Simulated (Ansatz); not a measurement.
# C₂H₈AlClSi: small, medium and large basis sets

Aim: see how fast density functionals converge with the basis set for C₂H₈AlClSi.

The runs use Ansatz 0.2.0, Gaussian basis; one geometry, several basis sets.

The runs, in order: PBE0-D4/def2-SVP; ωB97M-V/def2-SVP; PBE0-D4/def2-QZVPP; ωB97M-V/def2-QZVPP; the functionals' def2-TZVPP values are taken from earlier runs.

### Step 1. The relaxed structure

The geometry comes from an earlier relaxation with PBE0-D4 in a triple-zeta def2 set; it is a stationary point, not always the lowest conformer.

13 atoms, charge 0, spin multiplicity 1.

Atoms are counted from 1 here; the program's logs count them from 0.

Bond lengths: C1–C2 1.499 Å, C1–H6 1.095 Å, C1–H7 1.092 Å, C1–H8 1.094 Å, C2–Cl3 1.894 Å, C2–Al4 1.972 Å, C2–H9 1.090 Å, Cl3–Al4 2.414 Å, Al4–Si5 2.449 Å, Al4–H10 1.586 Å, Si5–H11 1.493 Å, Si5–H12 1.493 Å, Si5–H13 1.491 Å. Angles: C2–C1–H6 107.5°, C2–C1–H7 112.0°, C2–C1–H8 113.1°, H6–C1–H7 107.6°, H6–C1–H8 107.7°, H7–C1–H8 108.7°, C1–C2–Cl3 109.8°, C1–C2–Al4 125.9°, C1–C2–H9 112.9°, Cl3–C2–Al4 77.3°, Cl3–C2–H9 102.5°, Al4–C2–H9 117.6°, C2–Cl3–Al4 52.8°, C2–Al4–Cl3 49.9°, C2–Al4–Si5 116.8°, C2–Al4–H10 117.7°, Cl3–Al4–Si5 108.4°, Cl3–Al4–H10 109.3° and more.

### Step 2. PBE0-D4 in def2-SVP

File in.yaml:

```yaml
crystal:
  periodic: [false, false, false]
  atoms:
    - {symbol: C, position_ang: [-1.755944, 0.426966, 0.703411]}
    - {symbol: C, position_ang: [-0.509370, 1.248388, 0.564332]}
    - {symbol: Cl, position_ang: [0.702602, 0.815769, 1.953811]}
    - {symbol: Al, position_ang: [1.114509, 0.724598, -0.423357]}
    - {symbol: Si, position_ang: [1.293064, -1.625314, -1.088667]}
    - {symbol: H, position_ang: [-2.423957, 0.700893, -0.120478]}
    - {symbol: H, position_ang: [-1.552379, -0.642308, 0.620929]}
    - {symbol: H, position_ang: [-2.289611, 0.610865, 1.640112]}
    - {symbol: H, position_ang: [-0.682643, 2.312110, 0.724088]}
    - {symbol: H, position_ang: [2.135534, 1.870451, -0.821279]}
    - {symbol: H, position_ang: [1.049950, -1.800809, -2.551546]}
    - {symbol: H, position_ang: [0.296519, -2.482031, -0.381189]}
    - {symbol: H, position_ang: [2.642127, -2.194377, -0.805365]}
basis:
  gaussian: {orbitals: def2-SVP}
hamiltonian: {xc: pbe0, dispersion: d4}
output: {orbitals: {seedname: orbitals}}
```

Further steps of the session: ωB97M-V in def2-SVP; PBE0-D4 in def2-QZVPP; ωB97M-V in def2-QZVPP.

**Question.** What will the summary of the whole plan be? Wanted: PBE0-D4: double and triple zeta above quadruple; ωB97M-V: double and triple zeta above quadruple.

The runs gave:

| quantity | value |
| --- | --- |
| PBE0-D4: double and triple zeta above quadruple | 12.70, 0.95 eV |
| ωB97M-V: double and triple zeta above quadruple | 12.79, 0.92 eV |

PBE0-D4 gains 11.75 eV from double to triple zeta, then 0.95 eV more. These are total energies; as a rule much of such shifts cancels in differences, which this series doesn't test.
